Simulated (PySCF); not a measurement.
**[Sm(H2O)]2+: other functionals and bases at one geometry**

An exercise on one series of results from a longer session: the logs are not shown, and one member is left open.

Method: several levels, as the steps say, no spin–orbit coupling; program: PySCF 2.14.0.

1 further run of the same task is left out (for a known fault of the program).

## Starting geometry

4 atoms, charge 2, spin multiplicity 1.

Bond lengths: Sm1–O2 2.441 Å, O2–H3 0.976 Å, O2–H4 0.976 Å. Angles: Sm1–O2–H3 128.3°, Sm1–O2–H4 128.3°, H3–O2–H4 103.3°.

Coordinates:

```xyz
4

Sm    0.0000    0.0000   -0.1343
O     0.0000    0.0000    2.3070
H     0.7660    0.0000    2.9126
H    -0.7660    0.0000    2.9126
```

Formal oxidation states: Sm +2. Each metal's 6 4f electrons lie in its core potential, so multiplicities, spins and levels count the valence alone. An earlier session relaxed this geometry at PBE0, Sm lcecp-0-SVP with ECP52, O def2-SVP, H def2-SVP (singlet, point group C2v).

At PBE0 on the finer grid: E = -104.568870 Eh, frontier levels not given, since the 4f levels lie in the core, Mulliken charge on Sm1 +1.78 e, largest force component 0.002 eV/Å. 

Levels to run: BP86; M06-L; PBE0, TZVP. Hardware: 2 threads of AMD EPYC 7R43 (Zen 3), shared host.

The first run:

run.py (the lines that set the calculation) reads:

```python
mol = gto.M(atom='''
Sm     0.00000     0.00000    -0.13433
O      0.00000     0.00000     2.30704
H      0.76596     0.00000     2.91257
H     -0.76596     0.00000     2.91257''',
    basis={'Sm': 'lcecp-0-SVP', 'O': 'def2-SVP', 'H': 'def2-SVP'},
    ecp={'Sm': 'lcecp-0-SVP'},
    charge=2, spin=0)
mf = dft.RKS(mol, xc='B88,P86')
mf.grids.atom_grid = (75, 302)  # f atoms: unpruned, at least (60, 302)
mf = mf.density_fit()  # fitting sets: Sm AutoAux, O def2-universal-JKFIT, H def2-universal-JKFIT
mf.conv_tol = 1e-08; mf.max_cycle = 55
mf.kernel(dm0)  # dm0: the density of the relaxed state
```

Started as:

```bash
OMP_NUM_THREADS=2 python run.py
```

Among the steps run: BP86; M06-L; PBE0, TZVP.

One of the session's tables, all rows but one given; the rest of the session is left out.

```
              level  charge on Sm1 (e)  dipole (D)  largest force component (eV/Å)
PBE0 (relaxed here)               1.78        1.83                            0.00
               BP86                  ?           ?                               ?
              M06-L               1.79        1.73                            0.15
         PBE0, TZVP               1.86        1.85                            0.32
```

Q: Estimate the row for BP86 from the others.

**Answer.** charge on Sm1 (e): 1.74; dipole (D): 1.98; largest force component (eV/Å): 0.65. In the column «charge on Sm1 (e)» it is the lowest.

The dipole of a charged species depends on the origin, so these sizes hold for this origin alone.

The largest leftover force, 0.65 eV/Å with BP86, stands at a geometry relaxed at another level. With 4f in the core, its levels are missing from HOMO and gap, and its count is fixed, so no charge can pass from the ligands into it. Total energies of different levels can't be compared.
